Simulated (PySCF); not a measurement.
# Rb: spin, charge, geometry and surroundings

Aim: change spin, charge, geometry, field or solvent of Rb, one at a time, and compare with the base run.

The runs use PySCF 2.14.0; each script names its method and basis.

4 further runs of the same task are left out: 2 for a known fault of the program, 2 that didn't finish.

## (1) The atom

Rb: 1 atom, charge 0, spin multiplicity 2.

## (2) The run that the others are compared with

File input.py:

```python
from pyscf import gto, scf, cc

mol = gto.M(
    atom='Rb 0 0 0',
    basis='jorge-tzp-dkh',
    charge=0,
    spin=1,
    verbose=4,
)
mf = scf.UHF(mol)
mf = mf.sfx2c1e()
mf.kernel()
mycc = cc.CCSD(mf, frozen=9)
mycc.kernel()
e = mycc.ipccsd(nroots=5)[0]
print('roots (eV) =', (e*27.211386).round(3))
mf.dip_moment()
print('orbital energies (hartree):', [e[max(0, n-3):n+3].round(4) for e, n in zip(mf.mo_energy, mol.nelec)])
```

The run is started by

```console
OMP_NUM_THREADS=1 python input.py
```

Its log is not repeated here.

In short: E(SCF) = -2978.907171 Eh, 7 cycles, E(CCSD) − E(SCF) = -0.13674 Eh, ⟨S²⟩ = 0.750, ionisation roots 4.081, 21.160, 21.160, 21.160, 21.291 eV.

## (3) Electric field 0.05 a.u.

Variant 1 changes electric field: none → 0.05 a.u.

File input.py:

```python
from pyscf import gto, scf, cc

mol = gto.M(
    atom='Rb 0 0 0',
    basis='jorge-tzp-dkh',
    charge=0,
    spin=1,
    verbose=4,
)
mf = scf.UHF(mol)
mf = mf.sfx2c1e()
field = 0.05  # electric field along z, atomic units
h = mf.get_hcore() + field*mol.intor('int1e_r')[2]
mf.get_hcore = lambda *args: h
e_nuc = mol.energy_nuc() - field*mol.atom_charges() @ mol.atom_coords()[:, 2]
mf.energy_nuc = lambda *args: e_nuc
mf.kernel()
mycc = cc.CCSD(mf, frozen=9)
mycc.kernel()
e = mycc.ipccsd(nroots=5)[0]
print('roots (eV) =', (e*27.211386).round(3))
mf.dip_moment()
print('orbital energies (hartree):', [e[max(0, n-3):n+3].round(4) for e, n in zip(mf.mo_energy, mol.nelec)])
```

The run is started by

```console
OMP_NUM_THREADS=1 python input.py
```

## (4) Electric field 0.005 a.u.

Variant 2 changes electric field: none → 0.005 a.u.

Edit input.py of step 2 so:

```diff
@@ -11,2 +11,7 @@
 mf = mf.sfx2c1e()
+field = 0.005  # electric field along z, atomic units
+h = mf.get_hcore() + field*mol.intor('int1e_r')[2]
+mf.get_hcore = lambda *args: h
+e_nuc = mol.energy_nuc() - field*mol.atom_charges() @ mol.atom_coords()[:, 2]
+mf.energy_nuc = lambda *args: e_nuc
 mf.kernel()
```

## (5) Charge -1 (triplet)

Variant 3 changes charge: 0 → -1; spin (2S): 1 → 2.

Edit input.py of step 2 so:

```diff
@@ -5,4 +5,4 @@
     basis='jorge-tzp-dkh',
-    charge=0,
-    spin=1,
+    charge=-1,
+    spin=2,
     verbose=4,
```

## (6) Electric field 0.001 a.u.

Variant 4 changes electric field: none → 0.001 a.u.

Edit input.py of step 2 so:

```diff
@@ -11,2 +11,7 @@
 mf = mf.sfx2c1e()
+field = 0.001  # electric field along z, atomic units
+h = mf.get_hcore() + field*mol.intor('int1e_r')[2]
+mf.get_hcore = lambda *args: h
+e_nuc = mol.energy_nuc() - field*mol.atom_charges() @ mol.atom_coords()[:, 2]
+mf.energy_nuc = lambda *args: e_nuc
 mf.kernel()
```

## (7) Sextet

Variant 5 changes spin (2S): 1 → 5.

Edit input.py of step 2 so:

```diff
@@ -6,3 +6,3 @@
     charge=0,
-    spin=1,
+    spin=5,
     verbose=4,
```

What does the calculation give? Wanted: for each run, E(SCF); from base; gap, α spin; after the SCF.

**Answer**, as computed:

```tsv
run	E(SCF) (hartree)	from base (eV)	cycles	gap, α spin (eV)	after the SCF
base	-2978.907171	0	7	4.29	CCSD correlation -3.721 eV, core frozen, first root 4.08 eV
electric field 0.05 a.u.	-2979.082482	-4.7705	8	7.66	CCSD correlation -3.548 eV, core frozen, first root 8.38 eV
electric field 0.005 a.u.	-2978.912556	-0.1465	9	4.43	CCSD correlation -3.694 eV, core frozen, first root 4.20 eV
charge -1 (triplet)	-2978.890488	+0.4540	8	2.81	CCSD correlation -3.749 eV, core frozen, first root -0.41 eV
electric field 0.001 a.u.	-2978.907407	-0.0064	9	4.29	CCSD correlation -3.719 eV, core frozen, first root 4.09 eV
sextet	-2977.585145	+35.9741	16	4.68	CCSD correlation -3.215 eV, core frozen, first root 4.65 eV
```

The largest comparable shift of the SCF energy, +35.974 eV, comes with the run “sextet”. At the SCF level, adding an electron (to the triplet) costs 0.45 eV at fixed geometry; correlation, diffuse functions and relaxation can still bind it. The sextet solution found lies 35.97 eV above the base doublet at this geometry and level.
